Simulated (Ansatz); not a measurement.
Working through a table of relaxed lattice constants and trends of a series on the perovskite structure: NaSO3, NaSeO3, NaTeO3

Computed with the Python package of Ansatz (0.2.0).

Run as a notebook:

In [1]:
```python
import warnings

import ansatz as az
import numpy as np


def perovskite(first, second, third, a):
    return (
        az.Lattice.cubic(a)
        .space_group(221)
        .atom(first, [0, 0, 0])
        .atom(second, [0.5, 0.5, 0.5])
        .atom(third, [0.5, 0.5, 0])
    )


def ground_state(name, crystal, relax=True):
    calc = (
        crystal.calculation()
        .functional(az.Functional.PBESOL)
        .basis(420)  # plane waves up to this kinetic energy
        .scf(tolerance=1e-07)
        .kpoints(spacing=0.27)  # sampling of the Brillouin zone
        .occupations("fermi_dirac", width=0.05)  # the run then minimises F = E - TS
        .stress()
        .band_table()
    )
    if relax:
        calc = calc.relax(force_tolerance=0.03, cell=True)
    return calc.run(threads=1, backend="cpu")
```

In [2]:
```python
def bulk_modulus(name, outcome, step=0.01):
    # B = -V dP/dV from the pressures of two uniformly scaled cells, atoms held at their fractions
    pressure = []
    for factor in (1 - step, 1.0, 1 + step):
        cell = az.Crystal(lattice=az.Lattice.of(outcome.lattice.cell_ang * factor ** (1 / 3)))
        for site in outcome.report["lattice"]["sites"]:
            cell = cell.atom(site["symbol"], site["position_frac"])
        pressure.append(np.trace(ground_state(name, cell, relax=False).report["stress_gpa"]) / 3)
    slope, bend = (pressure[0] - pressure[2]) / (2 * step), abs(pressure[0] + pressure[2] - 2 * pressure[1])
    # a jump of mesh or basis between the cells shows as a kink: no modulus then
    return float(slope) if bend < 12 * step**2 * abs(slope) + 0.15 and abs(pressure[1]) < 1.5 else float("nan")
```

In [3]:
```python
def relaxed_twice(name, crystal):
    # the second pass draws mesh and plane waves anew for the relaxed cell
    first = ground_state(name, crystal)
    again = az.Crystal(lattice=az.Lattice.of(first.lattice.cell_ang))
    for site in first.report["lattice"]["sites"]:
        again = again.atom(site["symbol"], site["position_frac"])
    return ground_state(name, again)


def volume_per_atom(outcome):
    return abs(np.linalg.det(outcome.lattice.cell_ang)) / len(outcome.lattice.sites)

# the lattice constants below are starting guesses
warnings.simplefilter("ignore")
```

In [4]:
```python
phases = {}
phases["NaSO3"] = perovskite("Na", "S", "O", 3.84)
phases["NaSeO3"] = perovskite("Na", "Se", "O", 3.94)
phases["NaTeO3"] = perovskite("Na", "Te", "O", 4.07)
```

In [5]:
```python
done = {}
for name, crystal in phases.items():
    try:
        done[name] = relaxed_twice(name, crystal)
    except az.NonConvergedError as error:
        print(name, "did not converge:", str(error)[:120])

rows = [(name, float(np.linalg.norm(o.lattice.cell_ang[0])), volume_per_atom(o), bulk_modulus(name, o)) for name, o in done.items()]
print("  compound       a (A)  V (A^3/atom)     B (GPa)")
for row in rows:
    print(f"{str(row[0]):>10}  {row[1]:10.3f}  {row[2]:12.3f}  {row[3]:10.0f}")
```
```text
  compound       a (A)  V (A^3/atom)     B (GPa)
     NaSO3       3.581         9.186         150
    NaSeO3       3.783        10.829         141
    NaTeO3       4.035        13.143         146
```

From smallest to largest: NaSO3 (9.19 Å³), NaSeO3 (10.83 Å³) and NaTeO3 (13.14 Å³). The largest is 43 % above the smallest.

Notes:
- A cell here holds an odd number of electrons and is run without spin, so a magnetic state may lie lower.
- For the metals among these phases the mesh is modest: differences between phases can be off by up to 40 meV an atom.
- The program warned that this SCF threshold is loose for forces or stresses.
- The bulk modulus is taken at fixed shape and positions, an upper value where these are free.
- Pressure is positive in compression.
- The cells are built on a prototype by substitution; a member may or may not take this structure in nature.
- The script silences warnings, which a real study should read.
- Run time: 87 s on 1 thread of Intel(R) Xeon(R) Platinum 8259CL CPU @ 2.50GHz (Skylake/Cascade Lake) (shared host), peak memory 0.48 GiB.
